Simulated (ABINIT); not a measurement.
Write the native input for ABINIT 10.8.3 (patched build) that does the following.

```
Task                : single point
Functional          : PBE
Potentials or basis : JTH PAW PBE v2.0
Cutoff              : 599 eV
k mesh              : 5 × 5 × 4
Occupations         : fermi-dirac, width 0.05 eV
Spin                : no spin polarisation
Fine-grid cutoff    : 1197.3 eV
```

Ge2Sb2Te5:

```
Te Sb Ge
1.0
     6.83914   -3.06601    0.00000
     6.83914    3.06601    0.00000
    -6.83098    0.00000    6.84761
Te Sb Ge
5 2 2
Direct
  0.59470 0.59470 0.38643
  0.79529 0.79529 0.19611
  0.00832 0.00832 0.00643
  0.20652 0.20652 0.80980
  0.39996 0.39996 0.59712
  0.90171 0.90171 0.58787
  0.11187 0.11187 0.41735
  0.28429 0.28429 0.18783
  0.49734 0.49734 0.01104
```

The cell comes from a database or a generator and needn't be the stable form of this composition.

One way to write it, as run:

run.abi

```
# Pseudopotentials
pp_dirpath "./"
pseudos "Te.GGA_PBE-JTH.xml, Sb.GGA_PBE-JTH.xml, Ge.GGA_PBE-JTH.xml"

# Structure
acell 14.163390024 14.163390024 18.2778620627
rprim
     0.9125000404    -0.4090766142     0.0000000000
     0.9125000404     0.4090766142     0.0000000000
    -0.7062464773     0.0000000000     0.7079660397
ntypat 3
znucl 52 51 32
natom 9
typat 1 1 1 1 1 2 2 3 3
xcart
    10.3836307889     0.0000000000     5.0004838345
    18.0252074813     0.0000000000     2.5377099931
     0.1320929883     0.0000000000     0.0832695797
    -5.1153423779     0.0000000000    10.4789363502
     2.6302127867     0.0000000000     7.7267699867
    15.7188559433     0.0000000000     7.6071387103
    -2.4958248334     0.0000000000     5.4005789601
     4.9236672488     0.0000000000     2.4305400383
    12.7128519194     0.0000000000     0.1429105265
chkprim 0
chksymtnons 0
tolsym 1.0e-6

# Plane-wave basis
ecut 22.0
pawecutdg 44.0
pawxcdev 0

# k points
kptopt 1
ngkpt 5 5 4
nshiftk 1
shiftk 0.0 0.0 0.0

# Exchange and correlation
ixc 11

# Bands and occupations
nband 53
occopt 3
tsmear 0.00183747

# SCF cycle
nstep 100
tolvrs 1.0e-9

# Output
iomode 3
prtwf 0
prtden 0
prteig 0
prtebands 0
```

Potentials or basis: JTH PAW PBE v2.0.

Run with:

```sh
$ abinit run.abi > log 2>&1
```

It gave:

| Item | Value |
| --- | --- |
| Pressure | -0.2 GPa |
| Largest force | 0.194 eV/Å |
| Band gap on the k mesh | 0.25 eV, indirect (least direct gap 0.31 eV) |
| Valence electrons inside the program's atomic spheres | Te 3.10, 3.09; Sb 12.33; Ge 12.06 |

Caveat: spin-orbit coupling is left out, which moves the levels of the heavy elements; an odd mesh through Γ misses points on the zone boundary, where band edges often lie.

It took 26 min on 1 thread of Intel(R) Xeon(R) Platinum 8488C (Sapphire Rapids), with other jobs on the host, peak memory 0.8 GiB.
